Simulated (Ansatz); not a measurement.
Geometry optimisation, Ansatz 0.2.0, DFT LDA, scalar-relativistic, plane waves, PAW.

The input (input.yaml):

```yaml
crystal:
  lattice:
    - [10.47, 0.0, 0.0]
    - [0.0, 10.47, 0.0]
    - [0.0, 0.0, 16.49]
  atoms:
    - { symbol: Li, position: [0.0, 0.0, 0.0606428] }
    - { symbol: Li, position: [0.3333333, 0.0, 0.0606428] }
    - { symbol: Li, position: [0.6666667, 0.0, 0.0606428] }
    - { symbol: Li, position: [0.0, 0.3333333, 0.0606428] }
    - { symbol: Li, position: [0.3333333, 0.3333333, 0.0606428] }
    - { symbol: Li, position: [0.6666667, 0.3333333, 0.0606428] }
    - { symbol: Li, position: [0.0, 0.6666667, 0.0606428] }
    - { symbol: Li, position: [0.3333333, 0.6666667, 0.0606428] }
    - { symbol: Li, position: [0.6666667, 0.6666667, 0.0606428] }
    - { symbol: Li, position: [0.1666667, 0.1666667, 0.1664645] }
    - { symbol: Li, position: [0.5, 0.1666667, 0.1664645] }
    - { symbol: Li, position: [0.8333333, 0.1666667, 0.1664645] }
    - { symbol: Li, position: [0.1666667, 0.5, 0.1664645] }
    - { symbol: Li, position: [0.5, 0.5, 0.1664645] }
    - { symbol: Li, position: [0.8333333, 0.5, 0.1664645] }
    - { symbol: Li, position: [0.1666667, 0.8333333, 0.1664645] }
    - { symbol: Li, position: [0.5, 0.8333333, 0.1664645] }
    - { symbol: Li, position: [0.8333333, 0.8333333, 0.1664645] }
    - { symbol: Li, position: [0.0, 0.0, 0.2722862] }
    - { symbol: Li, position: [0.3333333, 0.0, 0.2722862] }
    - { symbol: Li, position: [0.6666667, 0.0, 0.2722862] }
    - { symbol: Li, position: [0.0, 0.3333333, 0.2722862] }
    - { symbol: Li, position: [0.3333333, 0.3333333, 0.2722862] }
    - { symbol: Li, position: [0.6666667, 0.3333333, 0.2722862] }
    - { symbol: Li, position: [0.0, 0.6666667, 0.2722862] }
    - { symbol: Li, position: [0.3333333, 0.6666667, 0.2722862] }
    - { symbol: Li, position: [0.6666667, 0.6666667, 0.2722862] }
    - { symbol: F, position: [0.8899873, 0.9040467, 0.3408126] }
basis:
  ecutwfc: 420.0
kpoints:
  mp_grid: { grid: [3, 3, 1] }
hamiltonian:
  xc: lda
scf:
  occupations: { method: gaussian, width: 0.05 }
  lower_state_search: "off"
relax:
  f_tol: 0.03
  max_steps: 60
  adjacent_minimum: "off"
  constraints: [{ sites: [0, 1, 2, 3, 4, 5, 6, 7, 8] }]
```

Run as:

```bash
$ ansatz run input.yaml --threads 4 --pin off --max-ram 10240MiB --backend cpu --events-out ev --progress --plain --runs-dir out
```

**Question.** Where does it end, and by what steps?

**Answer.** The forces met the threshold. The force dipped under the threshold on the way, but the program's further checks kept it going. Limits of this set-up: thin slab, slab without dipole correction. After 11 steps the energy has fallen by 1.428 eV; F28 moved furthest, 1.38 Å. Joined: Li18–F28 (3.03 → 1.79 Å), Li21–F28 (2.78 → 1.74 Å).

| step | energy less start (eV) | largest force component (eV/Å) | accepted |
| --- | --- | --- | --- |
| 0 | 0.0000 | 1.376 | yes |
| 1 | -0.3388 | 1.155 | yes |
| 2 | -0.6597 | 0.781 | yes |
| 3 | -0.9368 | 0.727 | yes |
| 4 | -1.1857 | 0.619 | yes |
| 5 | -1.3115 | 0.311 | yes |
| 6 | -1.3795 | 0.120 | yes |
| 7 | -1.4111 | 0.044 | yes |
| 8 | -1.4223 | 0.048 | yes |
| 9 | -1.4248 | 0.035 | yes |
| 10 | -1.4274 | 0.010 | yes |
| 11 | -1.4276 | 0.006 | yes |

```xyz
28
Lattice="10.4700 0.0000 0.0000 0.0000 10.4700 0.0000 0.0000 0.0000 16.4900" Properties=species:S:1:pos:R:3
Li 0.000 0.000 1.000
Li 3.490 0.000 1.000
Li 6.980 0.000 1.000
Li 0.000 3.490 1.000
Li 3.490 3.490 1.000
Li 6.980 3.490 1.000
Li 0.000 6.980 1.000
Li 3.490 6.980 1.000
Li 6.980 6.980 1.000
Li 1.705 1.685 2.690
Li 5.272 1.688 2.688
Li 8.725 1.820 2.613
Li 1.761 5.223 2.603
Li 5.223 5.227 2.605
Li 8.725 5.235 2.661
Li 1.776 8.734 2.663
Li 5.201 8.733 2.661
Li 8.726 8.787 2.897
Li -0.153 -0.029 4.403
Li 3.491 -0.020 4.349
Li 7.124 -0.025 4.398
Li 0.032 3.529 4.276
Li 3.489 3.514 4.293
Li 6.949 3.531 4.277
Li 0.136 6.794 4.304
Li 3.491 6.948 4.298
Li 6.852 6.805 4.306
F 8.719 9.753 4.408
```

Run time: 84 s on 4 threads of Intel(R) Xeon(R) Platinum 8488C (Sapphire Rapids) (shared host), peak memory 2.6 GiB.
